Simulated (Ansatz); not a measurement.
# GaH2 (doublet): PBE, r2SCAN, PBE0, B3LYP, wB97M-V, B2PLYP, RPA-PBE over vertical spin and charge gaps, cc-pVQZ

How well do these functionals follow the top wave-function level for GaH2 (doublet) over vertical spin and charge gaps?

Computed with Ansatz 0.2.0, Gaussian basis. Level: cc-pVQZ, all electrons in the functionals, frozen cores in the correlation of double hybrids and RPA.

To be run: PBE, r2SCAN, PBE0, B3LYP, wB97M-V, B2PLYP, RPA-PBE, at charge 0, doublet; charge 0, quartet; charge 1, triplet.

4 further runs of the same task are left out: 1 that didn't finish, 3 set aside as unsound or not needed.

**1. The geometry**

The geometry is a PBE0/def2-TZVP stationary point (not a proven minimum). No spin-orbit coupling is included. The filled d shell of Ga may be among the frozen orbitals whatever the setting's name suggests; the logs give the count.

3 atoms, charge 0, spin multiplicity 2.

Atoms are counted from 1 here; the program's logs count them from 0.

Bond lengths: Ga1–H2 1.593 Å, Ga1–H3 1.593 Å. Angles: H2–Ga1–H3 120.5°.

No dispersion term is added; wB97M-V holds VV10 nonlocal correlation. B3LYP takes the VWN-RPA correlation.

The geometry shown and the zero of energy belong to the point charge 0, doublet. The yardstick, FCI, and other wave-function levels (R restricted, U unrestricted, valence and pair active spaces) come from earlier runs.

**2. PBE, charge 0, doublet**

in.yaml

```yaml
crystal:
  periodic: [false, false, false]
  atoms:
    - {symbol: Ga, position_ang: [0.000000, -0.022229, 0.000000]}
    - {symbol: H, position_ang: [0.000000, 0.768845, -1.383112]}
    - {symbol: H, position_ang: [0.000000, 0.768845, 1.383112]}
basis:
  gaussian: {orbitals: cc-pVQZ}
magnetization: {spin_polarized: true, initial_magnetization: 1}
hamiltonian: {xc: {name: PBE}}
output: {orbitals: {seedname: orbitals}}
```

Started as:

```
ansatz run in.yaml --threads 5 --pin off --events-out ev --progress --plain --max-ram 130560MiB --backend cuda --devices 0, --max-vram 75GiB
```

What it wrote:

```text
Functional definition: PBE
  name "PBE"
  cite "Perdew, Burke & Ernzerhof, Phys. Rev. Lett. 77, 3865 (1996) doi:10.1103/PhysRevLett.77.3865"
  parent pbe
  parameter kappa = 0.804
  parameter beta = 0.06672455060314922
  exchange = pbe_x(kappa = kappa, mu = beta*pi^2/3)
  correlation = pbe_c(beta = beta)
543 factors; their error is unknown
mean field evaluation 1: about -52400.3029 eV, gradient 2.1e1 eV
mean field evaluation 2: about -52399.8389 eV, gradient 2.8e1 eV
mean field evaluation 4: about -52401.8010 eV, gradient 5.4e-1 eV
mean field evaluation 8: about -52401.7534 eV, gradient 2.6e-1 eV
mean field evaluation 16: about -52400.0116 eV, gradient 4.1e0 eV
mean field -52401.75354064 eV, -1925.7289234343 hartree, gradient 2.1e-5 eV, S^2 0.751563; 0 other end points of the search recorded, 0 dependent functions left out
reference -52401.75358939 eV, -1925.7289252257 hartree; 17, 16 occupied and 111, 112 virtual orbitals, 543 factors
Total energy: -52401.75358939 eV, -1925.7289252257 hartree
```

Wall time 1.3 s (1 × H100 with 5 threads of AMD EPYC 7R13, shared host); peak host memory 0.78 GiB.

From the report: ⟨S²⟩ of the determinant 0.752 (pure doublet: 0.75).

**3. PBE, charge 0, quartet**

Changes to in.yaml since step 2:

```diff
@@ -8,3 +8,3 @@
   gaussian: {orbitals: cc-pVQZ}
-magnetization: {spin_polarized: true, initial_magnetization: 1}
+magnetization: {spin_polarized: true, initial_magnetization: 3}
 hamiltonian: {xc: {name: PBE}}
```

Same command.

What it wrote:

```text
Functional definition: PBE
  name "PBE"
  cite "Perdew, Burke & Ernzerhof, Phys. Rev. Lett. 77, 3865 (1996) doi:10.1103/PhysRevLett.77.3865"
  parent pbe
  parameter kappa = 0.804
  parameter beta = 0.06672455060314922
  exchange = pbe_x(kappa = kappa, mu = beta*pi^2/3)
  correlation = pbe_c(beta = beta)
543 factors; their error is unknown
mean field evaluation 1: about -52396.9171 eV, gradient 1.9e1 eV
mean field evaluation 2: about -52396.5057 eV, gradient 2.5e1 eV
mean field evaluation 4: about -52397.5570 eV, gradient 2.7e-1 eV
mean field evaluation 8: about -52397.5096 eV, gradient 3.4e-3 eV
mean field evaluation 16: about -52397.5096 eV, gradient 2.4e-6 eV
mean field -52397.50960200 eV, -1925.5729615659 hartree, gradient 2.4e-6 eV, S^2 3.756156; 0 other end points of the search recorded, 0 dependent functions left out
reference -52397.50965228 eV, -1925.5729634136 hartree; 18, 15 occupied and 110, 113 virtual orbitals, 543 factors
Total energy: -52397.50965228 eV, -1925.5729634136 hartree
```

It took 1.3 s on 1 × H100 with 5 threads of AMD EPYC 7R13, shared host; peak host memory 0.78 GiB.

From the report: ⟨S²⟩ of the determinant 3.756 (pure quartet: 3.75).

From charge 0, doublet: +4.244 eV.

**4. PBE, charge 1, triplet**

Changes to in.yaml since step 3:

```diff
@@ -8,3 +8,4 @@
   gaussian: {orbitals: cc-pVQZ}
-magnetization: {spin_polarized: true, initial_magnetization: 3}
+total_charge: 1
+magnetization: {spin_polarized: true, initial_magnetization: 2}
 hamiltonian: {xc: {name: PBE}}
```

Same command.

What it wrote:

```text
Functional definition: PBE
  name "PBE"
  cite "Perdew, Burke & Ernzerhof, Phys. Rev. Lett. 77, 3865 (1996) doi:10.1103/PhysRevLett.77.3865"
  parent pbe
  parameter kappa = 0.804
  parameter beta = 0.06672455060314922
  exchange = pbe_x(kappa = kappa, mu = beta*pi^2/3)
  correlation = pbe_c(beta = beta)
543 factors; their error is unknown
mean field evaluation 1: about -52390.5309 eV, gradient 1.3e1 eV
mean field evaluation 2: about -52390.5849 eV, gradient 1.6e1 eV
mean field evaluation 4: about -52391.0629 eV, gradient 3.3e-1 eV
mean field evaluation 8: about -52391.0155 eV, gradient 1.6e-3 eV
mean field -52391.01546502 eV, -1925.3343064337 hartree, gradient 1.2e-5 eV, S^2 2.010106; 0 other end points of the search recorded, 0 dependent functions left out
reference -52391.01550596 eV, -1925.3343079382 hartree; 17, 15 occupied and 111, 113 virtual orbitals, 543 factors
Total energy: -52391.01550596 eV, -1925.3343079382 hartree
```

Run time: 1.6 s. Hardware: 1 × H100 with 5 threads of AMD EPYC 7R13, shared host; peak host memory 0.78 GiB.

From the report: ⟨S²⟩ of the determinant 2.010 (pure triplet: 2.00).

From charge 0, doublet: +10.738 eV.

**5. r2SCAN, charge 0, doublet**

Changes to in.yaml since step 4:

```diff
@@ -8,5 +8,3 @@
   gaussian: {orbitals: cc-pVQZ}
-total_charge: 1
-magnetization: {spin_polarized: true, initial_magnetization: 2}
-hamiltonian: {xc: {name: PBE}}
-output: {orbitals: {seedname: orbitals}}
+magnetization: {spin_polarized: true, initial_magnetization: 1}
+hamiltonian: {xc: {name: r2SCAN}}
```

The command is unchanged.

What it wrote:

```text
Functional definition: r2SCAN
  name "r2SCAN"
  cite "Furness, Kaplan, Ning, Perdew & Sun, J. Phys. Chem. Lett. 11, 8208 (2020) doi:10.1021/acs.jpclett.0c02405"
  cite "Furness, Kaplan, Ning, Perdew & Sun, J. Phys. Chem. Lett. 11, 9248 (2020) doi:10.1021/acs.jpclett.0c03077"
  parent r2scan
  parameter k0 = 0.174
  parameter k1 = 0.065
  parameter a1 = 4.9479
  exchange = r2scan_x(k0 = k0, k1 = k1, a1 = a1)
  correlation = r2scan_c
543 factors; their error is unknown
mean field evaluation 1: about -52408.6225 eV, gradient 1.6e1 eV
mean field evaluation 2: about -52408.6380 eV, gradient 2.0e1 eV
mean field evaluation 4: about -52409.5845 eV, gradient 4.4e-1 eV
mean field evaluation 8: about -52409.5333 eV, gradient 3.5e-3 eV
mean field evaluation 16: about -52409.5333 eV, gradient 2.2e-5 eV
mean field -52409.53331275 eV, -1926.0148247861 hartree, gradient 2.2e-5 eV, S^2 0.753821; 0 other end points of the search recorded, 0 dependent functions left out
reference -52409.53333399 eV, -1926.0148255666 hartree; 17, 16 occupied and 111, 112 virtual orbitals, 543 factors
Total energy: -52409.53333399 eV, -1926.0148255666 hartree
```

It took 1.3 s on 1 × H100 with 5 threads of AMD EPYC 7R13, shared host; peak host memory 0.79 GiB.

From the report: ⟨S²⟩ of the determinant 0.754 (pure doublet: 0.75).

**6. r2SCAN, charge 0, quartet**

Changes to in.yaml since step 5:

```diff
@@ -8,3 +8,4 @@
   gaussian: {orbitals: cc-pVQZ}
-magnetization: {spin_polarized: true, initial_magnetization: 1}
+magnetization: {spin_polarized: true, initial_magnetization: 3}
 hamiltonian: {xc: {name: r2SCAN}}
+output: {forces: true}
```

Same command.

What it wrote (excerpt; [...] marks lines left out):

```text
Functional definition: r2SCAN
  name "r2SCAN"
  cite "Furness, Kaplan, Ning, Perdew & Sun, J. Phys. Chem. Lett. 11, 8208 (2020) doi:10.1021/acs.jpclett.0c02405"
  cite "Furness, Kaplan, Ning, Perdew & Sun, J. Phys. Chem. Lett. 11, 9248 (2020) doi:10.1021/acs.jpclett.0c03077"
  parent r2scan
[...]
543 factors; their error is unknown
[...]
mean field -52405.34709402 eV, -1925.8609840852 hartree, gradient 7.5e-5 eV, S^2 3.763679; 0 other end points of the search recorded, 0 dependent functions left out
[...]
reference -52405.34711700 eV, -1925.8609849296 hartree; 18, 15 occupied and 110, 113 virtual orbitals, 543 factors
Total energy: -52405.34711700 eV, -1925.8609849296 hartree
Atom 0 at     0.000000    -0.022229     0.000000 Å, force    -0.000000    -2.639927     0.000000 eV/Å
Atom 1 at     0.000000     0.768845    -1.383112 Å, force     0.000000     1.319964    -0.540583 eV/Å
Atom 2 at     0.000000     0.768845     1.383112 Å, force     0.000000     1.319964     0.540583 eV/Å
Dipole moment:    -0.000000     0.193867    -0.000000 e Å
```

It took 2 s on 1 × H100 with 5 threads of AMD EPYC 7R13, shared host; peak host memory 0.79 GiB.

From the report: ⟨S²⟩ of the determinant 3.764 (pure quartet: 3.75).

From charge 0, doublet: +4.186 eV.

**7. r2SCAN, charge 1, triplet**

Changes to in.yaml since step 6:

```diff
@@ -8,3 +8,4 @@
   gaussian: {orbitals: cc-pVQZ}
-magnetization: {spin_polarized: true, initial_magnetization: 3}
+total_charge: 1
+magnetization: {spin_polarized: true, initial_magnetization: 2}
 hamiltonian: {xc: {name: r2SCAN}}
```

Launched as before.

What it wrote (excerpt; [...] marks lines left out):

```text
Functional definition: r2SCAN
  name "r2SCAN"
  cite "Furness, Kaplan, Ning, Perdew & Sun, J. Phys. Chem. Lett. 11, 8208 (2020) doi:10.1021/acs.jpclett.0c02405"
  cite "Furness, Kaplan, Ning, Perdew & Sun, J. Phys. Chem. Lett. 11, 9248 (2020) doi:10.1021/acs.jpclett.0c03077"
  parent r2scan
[...]
543 factors; their error is unknown
[...]
mean field -52398.75670173 eV, -1925.6187916357 hartree, gradient 3.6e-5 eV, S^2 2.022649; 0 other end points of the search recorded, 0 dependent functions left out
[...]
reference -52398.75671502 eV, -1925.6187921240 hartree; 17, 15 occupied and 111, 113 virtual orbitals, 543 factors
Total energy: -52398.75671502 eV, -1925.6187921240 hartree
Atom 0 at     0.000000    -0.022229     0.000000 Å, force    -0.000000    -3.128944     0.000000 eV/Å
Atom 1 at     0.000000     0.768845    -1.383112 Å, force     0.000000     1.564472    -0.943354 eV/Å
Atom 2 at     0.000000     0.768845     1.383112 Å, force     0.000000     1.564472     0.943354 eV/Å
Dipole moment:    -0.000000     0.267694    -0.000000 e Å
```

Wall time 1.4 s (1 × H100 with 5 threads of AMD EPYC 7R13, shared host); peak host memory 0.79 GiB.

From the report: ⟨S²⟩ of the determinant 2.023 (pure triplet: 2.00).

From charge 0, doublet: +10.777 eV.

**8. PBE0, charge 0, doublet**

Changes to in.yaml since step 7:

```diff
@@ -8,5 +8,4 @@
   gaussian: {orbitals: cc-pVQZ}
-total_charge: 1
-magnetization: {spin_polarized: true, initial_magnetization: 2}
-hamiltonian: {xc: {name: r2SCAN}}
-output: {forces: true}
+magnetization: {spin_polarized: true, initial_magnetization: 1}
+hamiltonian: {xc: {name: PBE0}}
+output: {orbitals: {seedname: orbitals}}
```

The command is unchanged.

What it wrote:

```text
Functional definition: PBE0
  name "PBE0"
  cite "Adamo & Barone, J. Chem. Phys. 110, 6158 (1999) doi:10.1063/1.478522"
  cite "Perdew, Burke & Ernzerhof, Phys. Rev. Lett. 77, 3865 (1996) doi:10.1103/PhysRevLett.77.3865"
  parent pbe
  parameter a = 0.25
  parameter kappa = 0.804
  parameter beta = 0.06672455060314922
  exchange = (1 - a)*pbe_x(kappa = kappa, mu = beta*pi^2/3) + a*exact_x
  correlation = pbe_c(beta = beta)
631 factors; their error is unknown
mean field evaluation 1: about -52401.8961 eV, gradient 1.4e1 eV
mean field evaluation 2: about -52402.1833 eV, gradient 1.4e1 eV
mean field evaluation 4: about -52402.5988 eV, gradient 3.1e-1 eV
mean field evaluation 8: about -52402.8998 eV, gradient 1.1e-2 eV
mean field -52402.89981539 eV, -1925.7710482545 hartree, gradient 2.1e-5 eV, S^2 0.752424; 0 other end points of the search recorded, 0 dependent functions left out
reference -52402.89985231 eV, -1925.7710496110 hartree; 17, 16 occupied and 111, 112 virtual orbitals, 631 factors
Total energy: -52402.89985231 eV, -1925.7710496110 hartree
```

Run time: 1.4 s. Hardware: 1 × H100 with 5 threads of AMD EPYC 7R13, shared host; peak host memory 0.8 GiB.

From the report: ⟨S²⟩ of the determinant 0.752 (pure doublet: 0.75).

Orbitals, density, ELF and potential are computed afterwards from the orbital file.

Frontier orbitals at PBE0/cc-pVQZ (alpha spin), with the share of their density that lies nearest to each atom:

| orbital | energy (eV) | lies on |
| --- | --- | --- |
| HOMO | -5.61 | Ga1 68 %; H2, H3 about 16 % each |
| LUMO | -2.07 | Ga1 67 %; H2, H3 about 17 % each |

ELF in a plane through or near 3 of the atoms.

Ten even steps from '0' (0.00) to '9' (1.00):
```
0000000000000000000000000000
0000000000000000000000000000
0000000000000000000000000000
0000000122100000012210000000
0000013677531001357763100000
0000158999862112689998510000
0000489999984124899999840000
0002699999995236999999971000
0003899999983114899999983000
0003899999951221699999983000
0002799999823663289999972000
0001589998515655159999851000
0000124665314664136654200000
0000001234422222244321000000
0000000124653333564210000000
0000000125777667775210000000
0000000135789999885310000000
0000000024789999875200000000
0000000012578888752000000000
0000000000245665420000000000
```
The map spans 8.0 Å across and 6.3 Å up, centred on the molecule. Atoms in the plane (x, y in Å): Ga1 (0.0, -0.5), H2 (-1.4, 0.3), H3 (1.4, 0.3).

On the surface of density 0.002 e/bohr³ the electrostatic potential runs, from the 1st to the 99th percentile, from -0.28 to 2.65 V.

The spin density lies nearest to Ga1 70 %; H2, H3 about 15 % each.

**9. PBE0, charge 0, quartet**

Changes to in.yaml since step 8:

```diff
@@ -8,4 +8,4 @@
   gaussian: {orbitals: cc-pVQZ}
-magnetization: {spin_polarized: true, initial_magnetization: 1}
+magnetization: {spin_polarized: true, initial_magnetization: 3}
 hamiltonian: {xc: {name: PBE0}}
-output: {orbitals: {seedname: orbitals}}
+output: {forces: true, orbitals: {seedname: orbitals}}
```

Launched as before.

What it wrote (excerpt; [...] marks lines left out):

```text
Functional definition: PBE0
  name "PBE0"
  cite "Adamo & Barone, J. Chem. Phys. 110, 6158 (1999) doi:10.1063/1.478522"
  cite "Perdew, Burke & Ernzerhof, Phys. Rev. Lett. 77, 3865 (1996) doi:10.1103/PhysRevLett.77.3865"
  parent pbe
[...]
631 factors; their error is unknown
[...]
mean field -52398.56531710 eV, -1925.6117583801 hartree, gradient 7.4e-5 eV, S^2 3.761246; 0 other end points of the search recorded, 0 dependent functions left out
[...]
reference -52398.56535492 eV, -1925.6117597702 hartree; 18, 15 occupied and 110, 113 virtual orbitals, 631 factors
Total energy: -52398.56535492 eV, -1925.6117597702 hartree
Atom 0 at     0.000000    -0.022229     0.000000 Å, force    -0.000000    -2.687152    -0.000000 eV/Å
Atom 1 at     0.000000     0.768845    -1.383112 Å, force    -0.000000     1.343576    -0.623299 eV/Å
Atom 2 at     0.000000     0.768845     1.383112 Å, force     0.000000     1.343576     0.623299 eV/Å
Dipole moment:    -0.000000     0.208736    -0.000000 e Å
```

Run time: 1.7 s. Hardware: 1 × H100 with 5 threads of AMD EPYC 7R13, shared host; peak host memory 0.8 GiB.

From the report: ⟨S²⟩ of the determinant 3.761 (pure quartet: 3.75).

From charge 0, doublet: +4.334 eV.

**10. PBE0, charge 1, triplet**

Changes to in.yaml since step 9:

```diff
@@ -8,3 +8,4 @@
   gaussian: {orbitals: cc-pVQZ}
-magnetization: {spin_polarized: true, initial_magnetization: 3}
+total_charge: 1
+magnetization: {spin_polarized: true, initial_magnetization: 2}
 hamiltonian: {xc: {name: PBE0}}
```

Launched as before.

What it wrote (excerpt; [...] marks lines left out):

```text
Functional definition: PBE0
  name "PBE0"
  cite "Adamo & Barone, J. Chem. Phys. 110, 6158 (1999) doi:10.1063/1.478522"
  cite "Perdew, Burke & Ernzerhof, Phys. Rev. Lett. 77, 3865 (1996) doi:10.1103/PhysRevLett.77.3865"
  parent pbe
[...]
631 factors; their error is unknown
[...]
mean field -52392.07204191 eV, -1925.3731349183 hartree, gradient 4.0e-5 eV, S^2 2.018126; 0 other end points of the search recorded, 0 dependent functions left out
[...]
reference -52392.07207121 eV, -1925.3731359952 hartree; 17, 15 occupied and 111, 113 virtual orbitals, 631 factors
Total energy: -52392.07207121 eV, -1925.3731359952 hartree
Atom 0 at     0.000000    -0.022229     0.000000 Å, force    -0.000000    -3.156866    -0.000000 eV/Å
Atom 1 at     0.000000     0.768845    -1.383112 Å, force    -0.000000     1.578433    -1.009346 eV/Å
Atom 2 at     0.000000     0.768845     1.383112 Å, force     0.000000     1.578433     1.009346 eV/Å
Dipole moment:    -0.000000     0.278249    -0.000000 e Å
```

Run time: 1.4 s. Hardware: 1 × H100 with 5 threads of AMD EPYC 7R13, shared host; peak host memory 0.81 GiB.

From the report: ⟨S²⟩ of the determinant 2.018 (pure triplet: 2.00).

From charge 0, doublet: +10.828 eV.

Orbitals, density, ELF and potential are computed afterwards from the orbital file.

Frontier orbitals at PBE0/cc-pVQZ (alpha spin), with the share of their density that lies nearest to each atom:

| orbital | energy (eV) | lies on |
| --- | --- | --- |
| HOMO-1 | -18.33 | H2, H3 about 44 % each; Ga1 12 % |
| HOMO | -12.91 | Ga1 71 %; H2, H3 about 15 % each |
| LUMO | -8.65 | Ga1 69 %; H2, H3 about 16 % each |

ELF in a plane through or near 3 of the atoms.

Ten even steps from '0' (0.00) to '9' (1.00):
```
0000000000000000000000000000
0000000000000000000000000000
0000000000000000000000000000
0000000000000000000000000000
0000000234310000134320000000
0000014788752112578874100000
0000048999974334799998400000
0000279999986446899999720000
0000499999983224899999940000
0000499999951221599999940000
0000279999723663279999720000
0000036777315655137776300000
0000000123213664123210000000
0000000013422222243100000000
0000000014654334564100000000
0000000025787777885200000000
0000000026899999986200000000
0000000002689999862000000000
0000000000246666420000000000
0000000000001111000000000000
```
The map spans 8.0 Å across and 6.3 Å up, centred on the molecule. Atoms in the plane (x, y in Å): Ga1 (0.0, -0.5), H2 (-1.4, 0.3), H3 (1.4, 0.3).

On the surface of density 0.002 e/bohr³ the electrostatic potential runs, from the 1st to the 99th percentile, from 5.63 to 9.04 V.

The spin density lies nearest to Ga1 39 %; H2, H3 about 31 % each.

**11. B3LYP, charge 0, doublet**

in.yaml

```yaml
crystal:
  periodic: [false, false, false]
  atoms:
    - {symbol: Ga, position_ang: [0.000000, -0.022229, 0.000000]}
    - {symbol: H, position_ang: [0.000000, 0.768845, -1.383112]}
    - {symbol: H, position_ang: [0.000000, 0.768845, 1.383112]}
basis:
  gaussian: {orbitals: cc-pVQZ}
magnetization: {spin_polarized: true, initial_magnetization: 1}
hamiltonian: {xc: {name: B3LYP}}
```

The command is unchanged.

What it wrote:

```text
Functional definition: B3LYP
  name "B3LYP"
  cite "Stephens, Devlin, Chabalowski & Frisch, J. Phys. Chem. 98, 11623 (1994) doi:10.1021/j100096a001"
  cite "Becke, Phys. Rev. A 38, 3098 (1988) doi:10.1103/PhysRevA.38.3098"
  cite "Lee, Yang & Parr, Phys. Rev. B 37, 785 (1988) doi:10.1103/PhysRevB.37.785"
  cite "Vosko, Wilk & Nusair, Can. J. Phys. 58, 1200 (1980) doi:10.1139/p80-159"
  parameter a0 = 0.2
  parameter ax = 0.72
  parameter ac = 0.81
  exchange = (1 - a0 - ax)*slater_x + ax*b88_x + a0*exact_x
  correlation = (1 - ac)*vwn_rpa_c + ac*lyp_c
619 factors; their error is unknown
mean field evaluation 1: about -52410.2974 eV, gradient 1.6e1 eV
mean field evaluation 2: about -52410.5434 eV, gradient 1.7e1 eV
mean field evaluation 4: about -52411.1983 eV, gradient 3.3e-1 eV
mean field evaluation 8: about -52411.4302 eV, gradient 1.0e-2 eV
mean field -52411.43024287 eV, -1926.0845356820 hartree, gradient 7.5e-5 eV, S^2 0.752236; 0 other end points of the search recorded, 0 dependent functions left out
reference -52411.43046071 eV, -1926.0845436874 hartree; 17, 16 occupied and 111, 112 virtual orbitals, 619 factors
Total energy: -52411.43046071 eV, -1926.0845436874 hartree
```

Run time: 1.5 s. Hardware: 1 × H100 with 5 threads of AMD EPYC 7R13, shared host; peak host memory 0.79 GiB.

From the report: ⟨S²⟩ of the determinant 0.752 (pure doublet: 0.75).

**12. B3LYP, charge 0, quartet**

Changes to in.yaml since step 11:

```diff
@@ -8,3 +8,3 @@
   gaussian: {orbitals: cc-pVQZ}
-magnetization: {spin_polarized: true, initial_magnetization: 1}
+magnetization: {spin_polarized: true, initial_magnetization: 3}
 hamiltonian: {xc: {name: B3LYP}}
```

Launched as before.

What it wrote:

```text
Functional definition: B3LYP
  name "B3LYP"
  cite "Stephens, Devlin, Chabalowski & Frisch, J. Phys. Chem. 98, 11623 (1994) doi:10.1021/j100096a001"
  cite "Becke, Phys. Rev. A 38, 3098 (1988) doi:10.1103/PhysRevA.38.3098"
  cite "Lee, Yang & Parr, Phys. Rev. B 37, 785 (1988) doi:10.1103/PhysRevB.37.785"
  cite "Vosko, Wilk & Nusair, Can. J. Phys. 58, 1200 (1980) doi:10.1139/p80-159"
  parameter a0 = 0.2
  parameter ax = 0.72
  parameter ac = 0.81
  exchange = (1 - a0 - ax)*slater_x + ax*b88_x + a0*exact_x
  correlation = (1 - ac)*vwn_rpa_c + ac*lyp_c
619 factors; their error is unknown
mean field evaluation 1: about -52406.3910 eV, gradient 1.3e1 eV
mean field evaluation 2: about -52406.3638 eV, gradient 1.5e1 eV
mean field evaluation 4: about -52406.7120 eV, gradient 2.3e-1 eV
mean field evaluation 8: about -52406.9461 eV, gradient 4.2e-3 eV
mean field -52406.94607950 eV, -1925.9197457176 hartree, gradient 5.7e-5 eV, S^2 3.759211; 0 other end points of the search recorded, 0 dependent functions left out
reference -52406.94629001 eV, -1925.9197534540 hartree; 18, 15 occupied and 110, 113 virtual orbitals, 619 factors
Total energy: -52406.94629001 eV, -1925.9197534540 hartree
```

Wall time 1.5 s (1 × H100 with 5 threads of AMD EPYC 7R13, shared host); peak host memory 0.8 GiB.

From the report: ⟨S²⟩ of the determinant 3.759 (pure quartet: 3.75).

From charge 0, doublet: +4.484 eV.

(Part 1 of 2 ends here.)
